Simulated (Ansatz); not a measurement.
I need a comparison of enthalpies under pressure of two structures of ScHg. Use the Ansatz DFT code, driven from Python. Settings (first run): PBEsol, PAW, cutoff 510 eV, 7×7×7 k-points, cold smearing of 0.05 eV.

`transition_schg.py`
```python
"""Enthalpies of two structures of ScHg under pressure."""

import warnings

import ansatz as az
import numpy as np

FUNCTIONAL = "pbesol"
ECUT = 510
K_SPACING = 0.27
FILLING = "cold"
SIGMA = 0.05


def cscl(a_site, b_site, a):
    return (
        az.Lattice.cubic(a)
        .space_group(221)
        .atom(a_site, (0, 0, 0))
        .atom(b_site, (0.5, 0.5, 0.5))
    )


def rocksalt(A, B, a):
    return (
        az.Lattice.fcc(a)
        .space_group(225)
        .atom(A, (0, 0, 0))
        .atom(B, (0.5, 0.5, 0.5))
        .primitive()
    )


def run_phase(name, crystal, pressure=0.0):
    calc = crystal.calculation()
    calc = calc.functional(FUNCTIONAL).basis(ECUT)
    calc = calc.kpoints(spacing=K_SPACING)
    calc = calc.occupations(FILLING, width=SIGMA)
    calc = calc.relax(force_tolerance=0.01, max_steps=40, cell=True, pressure=pressure)
    return calc.run()


def volume_per_atom(outcome):
    return abs(np.linalg.det(outcome.lattice.cell_ang)) / len(outcome.lattice.sites)


def main() -> None:
    warnings.simplefilter("ignore")

    phases = {}
    phases["CsCl"] = cscl("Sc", "Hg", 3.48)
    phases["rocksalt"] = rocksalt("Sc", "Hg", 5.66)

    # enthalpy per atom at each pressure
    pressures = [0, 20, 40, 60]
    enthalpy, volume = {name: [] for name in phases}, {name: [] for name in phases}
    for p in pressures:
        for name, crystal in phases.items():
            o = run_phase(name, crystal, pressure=p)
            volume[name].append(volume_per_atom(o))
            enthalpy[name].append(o.report["energy_sigma0_ev"] / len(o.lattice.sites) + p * volume[name][-1] / 160.21766)
    gap = np.array(enthalpy["rocksalt"]) - np.array(enthalpy["CsCl"])
    rows = [(p, va, vb, 1000 * d) for p, va, vb, d in zip(pressures, volume["CsCl"], volume["rocksalt"], gap)]
    print("| P (GPa) | V CsCl (A^3/atom) | V rocksalt (A^3/atom) | H(rocksalt) - H(CsCl) (meV/atom) |")
    print("| --- | --- | --- | --- |")
    for row in rows:
        print(f"| {row[0]:d} | {row[1]:.3f} | {row[2]:.3f} | {row[3]:+.1f} |")
    crossings = [p0 - g0 * (p1 - p0) / (g1 - g0) for p0, p1, g0, g1 in zip(pressures, pressures[1:], gap, gap[1:]) if g0 * g1 < 0]
    print("crossing near", [round(float(p), 1) for p in crossings], "GPa") if crossings else print("no crossing in this range")


if __name__ == "__main__":
    main()
```

```console
$ python transition_schg.py
| P (GPa) | V CsCl (A^3/atom) | V rocksalt (A^3/atom) | H(rocksalt) - H(CsCl) (meV/atom) |
| --- | --- | --- | --- |
| 0 | 20.814 | 23.541 | +338.8 |
| 20 | 17.802 | 19.473 | +599.0 |
| 40 | 16.210 | 17.472 | +780.3 |
| 60 | 15.029 | 16.158 | +928.3 |
no crossing in this range
```

Caveats:
- No spin polarisation was allowed.
- At a fixed pressure a relaxation lowers the enthalpy F + PV, while F alone can rise.
- For the metals among these phases the mesh is modest: differences between phases can be off by up to 40 meV an atom.
- Spin-orbit coupling, which matters for elements this heavy, is left out.
- Only these two structures are compared, at zero temperature and with their symmetry kept; either may be hypothetical, and another phase may be lower than both. Differences under about 40 meV an atom lie within the error of mesh and functional.
- The cells are prototypes set up for this calculation and needn't exist.
- Wall time of the script: 67 s on 1 thread of Arm Neoverse V1, with other jobs on the host, peak memory 0.44 GiB.
